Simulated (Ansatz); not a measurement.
# CH₆AlGaOSi: small, medium and large basis sets

The task here is to estimate one member of a computed series from the others.

Computed with Ansatz 0.2.0, Gaussian basis. Level: one geometry, several basis sets.

The runs, in order: PBE0-D4/def2-SVP; ωB97M-V/def2-SVP; PBE0-D4/def2-QZVPP; ωB97M-V/def2-QZVPP; the functionals' def2-TZVPP values are taken from earlier runs.

## Structure used throughout

The geometry comes from an earlier relaxation with PBE0-D4 in a triple-zeta def2 set; it is a stationary point, not always the lowest conformer.

SMILES `C[SiH2][Al]1[O][GaH]1`, 11 atoms, charge 0, spin multiplicity 1.

Atoms are counted from 1 here; the program's logs count them from 0.

Bond lengths: C1–Si2 1.879 Å, C1–H6 1.092 Å, C1–H7 1.092 Å, C1–H8 1.092 Å, Si2–Al3 2.460 Å, Si2–H9 1.492 Å, Si2–H10 1.492 Å, Al3–O4 1.705 Å, Al3–Ga5 2.358 Å, O4–Ga5 1.888 Å, Ga5–H11 1.571 Å. Angles: Si2–C1–H6 110.9°, Si2–C1–H7 110.4°, Si2–C1–H8 111.0°, H6–C1–H7 108.2°, H6–C1–H8 108.0°, H7–C1–H8 108.2°, C1–Si2–Al3 112.2°, C1–Si2–H9 110.1°, C1–Si2–H10 110.3°, Al3–Si2–H9 107.9°, Al3–Si2–H10 108.9°, H9–Si2–H10 107.2°, Si2–Al3–O4 138.0°, Si2–Al3–Ga5 169.6°, O4–Al3–Ga5 52.4°, Al3–O4–Ga5 81.9°, Al3–Ga5–O4 45.7°, Al3–Ga5–H11 164.0° and more.

Geometry (Å):

```xyz
11
charge 0, multiplicity 1
C    -0.59674    1.18591    1.80332
Si    0.85762    0.40306    0.90719
Al    0.17093   -0.73745   -1.16158
O     0.91040   -1.39812   -2.54875
Ga   -0.88242   -1.79601   -2.98614
H    -1.34494    0.43429    2.06337
H    -0.26254    1.66804    2.72461
H    -1.07964    1.94103    1.17962
H     1.52091   -0.60295    1.78779
H     1.87826    1.43824    0.57212
H    -1.17184   -2.53604   -4.34154
```

The first run:

Input file in.yaml:

```yaml
crystal:
  periodic: [false, false, false]
  atoms:
    - {symbol: C, position_ang: [-0.596736, 1.185907, 1.803316]}
    - {symbol: Si, position_ang: [0.857620, 0.403056, 0.907185]}
    - {symbol: Al, position_ang: [0.170933, -0.737455, -1.161584]}
    - {symbol: O, position_ang: [0.910401, -1.398116, -2.548755]}
    - {symbol: Ga, position_ang: [-0.882422, -1.796015, -2.986143]}
    - {symbol: H, position_ang: [-1.344939, 0.434294, 2.063373]}
    - {symbol: H, position_ang: [-0.262538, 1.668041, 2.724609]}
    - {symbol: H, position_ang: [-1.079638, 1.941027, 1.179625]}
    - {symbol: H, position_ang: [1.520908, -0.602950, 1.787788]}
    - {symbol: H, position_ang: [1.878256, 1.438239, 0.572118]}
    - {symbol: H, position_ang: [-1.171837, -2.536039, -4.341542]}
basis:
  gaussian: {orbitals: def2-SVP}
hamiltonian: {xc: pbe0, dispersion: d4}
output: {orbitals: {seedname: orbitals}}
```

Launch:

```console
$ ansatz run in.yaml --threads 4 --pin off --events-out ev --progress --plain --max-ram 10444MiB
```

Among the steps run: PBE0-D4 in def2-SVP; ωB97M-V in def2-SVP; PBE0-D4 in def2-QZVPP; ωB97M-V in def2-QZVPP.

One table of the session follows, with a row left open; its other results are not shown here.

It belongs to the step «Density functionals: the series». 

```
functional       basis  HOMO (eV)  LUMO (eV)
   PBE0-D4    def2-SVP      -5.73      -1.69
   PBE0-D4  def2-TZVPP          ?          ?
   PBE0-D4  def2-QZVPP      -5.76      -1.88
   ωB97M-V    def2-SVP      -7.60       0.13
   ωB97M-V  def2-TZVPP      -7.62      -0.10
   ωB97M-V  def2-QZVPP      -7.64      -0.25
```

Q: Estimate the row for PBE0-D4, def2-TZVPP from the others.

**Answer.** HOMO (eV): -5.73; LUMO (eV): -1.83.
